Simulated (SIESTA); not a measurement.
**CS2 under changes of volume**

One of the cells (35.848 Å³/atom); the others are scaled copies at fixed shape and fractional positions:

```
CELL_PARAMETERS angstrom
3.64579 -2.99431 0.00000
3.64579 2.99431 0.00000
0.00000 0.00000 9.85126
ATOMIC_POSITIONS crystal
S 0.18152 0.81848 0.88687
S 0.31848 0.68152 0.38687
S 0.68152 0.31848 0.61313
S 0.81848 0.18152 0.11313
C 0.50000 0.50000 0.50000
C 0.00000 0.00000 0.00000
```

The cell comes from a database or a generator and needn't be the stable form of this composition.

* Program: SIESTA 5.4.2
* Functional: LDA
* Potentials or basis: PseudoDojo 0.4 standard (LDA files)
* Basis: DZP (energy shift 0.003 Ry)
* Grid cutoff: 500 Ry
* Energy shift: 0.003 Ry
* k mesh: 4 × 4 × 2
* Occupations: fermi-dirac, width 0.05 eV
* Spin: no spin polarisation

```csv
volume (Å³/atom),energy over the lowest point (meV/atom),pressure (GPa),gap on the mesh (eV),largest force (eV/Å)
33.697,27.35,3.7,3.38,3.260
34.414,?,?,?,?
35.131,4.56,1.5,3.37,1.861
35.848,0.22,0.5,3.36,1.230
36.564,0.00,-0.4,3.34,0.642
37.281,3.51,-1.2,3.33,0.092
37.998,10.41,-1.9,3.32,0.421
```

Question: What does the run at 34.414 Å³/atom give?

Answer: Energy over the lowest point 13.45 meV/atom; pressure 2.5 GPa; gap on the mesh 3.37 eV; largest force 2.536 eV/Å.

Worked out: A Birch-Murnaghan fit of order 3 (a polynomial in V^(-2/3)) to the other rows has its minimum at 36.24 Å³/atom with B0 = V·E''(V) = 44 GPa and B' = 4.0 at fixed shape and positions, which overstates the stiffness. It gives 13.44 meV/atom at 34.414 Å³/atom, against the run's 13.45, and -dE/dV = 2.5 GPa, against 2.5. A straight line through the other rows of the gap, of slope -0.534 eV per unit of ln V (its deformation potential), gives 3.37 eV, against the run's 3.37.

Energies are extrapolated to zero smearing.

Caveats: the basis of atomic orbitals isn't converged, which shifts pressures, moduli and gaps; forces of over 1 eV/Å show positions far from the minimum, so gaps and moduli don't describe the material at rest (some runs).

A mesh can miss the band edges.
